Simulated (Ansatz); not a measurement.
# GaNH2 (triplet): B2PLYP, RPA-PBE over vertical spin and charge gaps, cc-pVDZ

How well do these functionals follow the top wave-function level for GaNH2 (triplet) over vertical spin and charge gaps?

Method: cc-pVDZ, all electrons in the functionals, frozen cores in the correlation of double hybrids and RPA; program: Ansatz 0.2.0, Gaussian basis.

To be run: B2PLYP, RPA-PBE, at charge 0, triplet; charge 0, singlet; charge 0, quintet; charge 1, doublet; charge 1, quartet.

8 further runs of the same task are left out: 2 for a known fault of the program, 6 set aside as unsound or not needed.

### 1 The geometry

The geometry is a PBE0/def2-TZVP stationary point (not a proven minimum). No spin-orbit coupling is included. The filled d shell of Ga may be among the frozen orbitals whatever the setting's name suggests; the logs give the count.

4 atoms, charge 0, spin multiplicity 3.

Atoms are counted from 1 here; the program's logs count them from 0.

Bond lengths: N1–Ga2 1.923 Å, Ga2–H3 1.565 Å, Ga2–H4 1.565 Å. Angles: N1–Ga2–H3 117.6°, N1–Ga2–H4 117.6°, H3–Ga2–H4 124.7°.

Coordinates:

```xyz
4
charge 0, multiplicity 3
N     0.0000    0.0000    1.6258
Ga    0.0000    0.0000   -0.2970
H     0.0000    1.3863   -1.0229
H     0.0000   -1.3863   -1.0229
```

No dispersion term is added.

The geometry shown and the zero of energy belong to the point charge 0, triplet. The yardstick, RCCSDTQ, and other wave-function levels (R restricted, U unrestricted, valence and pair active spaces) come from earlier runs.

### 2 B2PLYP, charge 0, triplet

in.yaml

```yaml
crystal:
  periodic: [false, false, false]
  atoms:
    - {symbol: N, position_ang: [0.000000, 0.000000, 1.625834]}
    - {symbol: Ga, position_ang: [0.000000, 0.000000, -0.297041]}
    - {symbol: H, position_ang: [0.000000, 1.386306, -1.022870]}
    - {symbol: H, position_ang: [0.000000, -1.386306, -1.022870]}
basis:
  gaussian: {orbitals: cc-pVDZ}
magnetization: {spin_polarized: true, initial_magnetization: 2}
hamiltonian: {xc: {name: B2PLYP}}
correlation: {electrons: outside_noble_gas}
```

Started as:

```sh
$ ansatz run in.yaml --threads 1 --pin off --events-out ev --progress --plain --max-ram 4096MiB --backend cpu
```

The runs that follow: B2PLYP, charge 0, singlet; B2PLYP, charge 0, quintet; B2PLYP, charge 1, doublet; B2PLYP, charge 1, quartet; RPA-PBE, charge 0, triplet; RPA-PBE, charge 0, singlet; RPA-PBE, charge 0, quintet; RPA-PBE, charge 1, doublet; RPA-PBE, charge 1, quartet.

**Question.** What will the summary of the whole plan be? Wanted: triplet to singlet, RCCSDTQ; triplet to quintet, RCCSDTQ; ionisation to the doublet cation, RCCSDTQ; ionisation to the quartet cation, RCCSDTQ; largest miss, B2PLYP; largest miss, RPA-PBE.

The runs gave:

| quantity | value |
| --- | --- |
| triplet to singlet, RCCSDTQ | 129.0 kJ/mol |
| triplet to quintet, RCCSDTQ | 391.4 kJ/mol |
| ionisation to the doublet cation, RCCSDTQ | 1026.1 kJ/mol |
| ionisation to the quartet cation, RCCSDTQ | 910.7 kJ/mol |
| largest miss, B2PLYP | +33.2 kJ/mol (ionisation to the quartet cation) |
| largest miss, RPA-PBE | +29.0 kJ/mol (ionisation to the quartet cation) |

Of the functionals, RPA-PBE keep the smallest largest miss at the points compared (at most 29.0 kJ/mol) and B2PLYP strays most (33.2 kJ/mol, at ionisation to the quartet cation). B2PLYP, RPA-PBE clearly break the spin symmetry at some points (⟨S²⟩ up to 0.99 above the pure value), so energy there is bought with a mixed spin. Functionals and the yardstick converge differently with the basis, so part of each miss in cc-pVDZ is the basis.
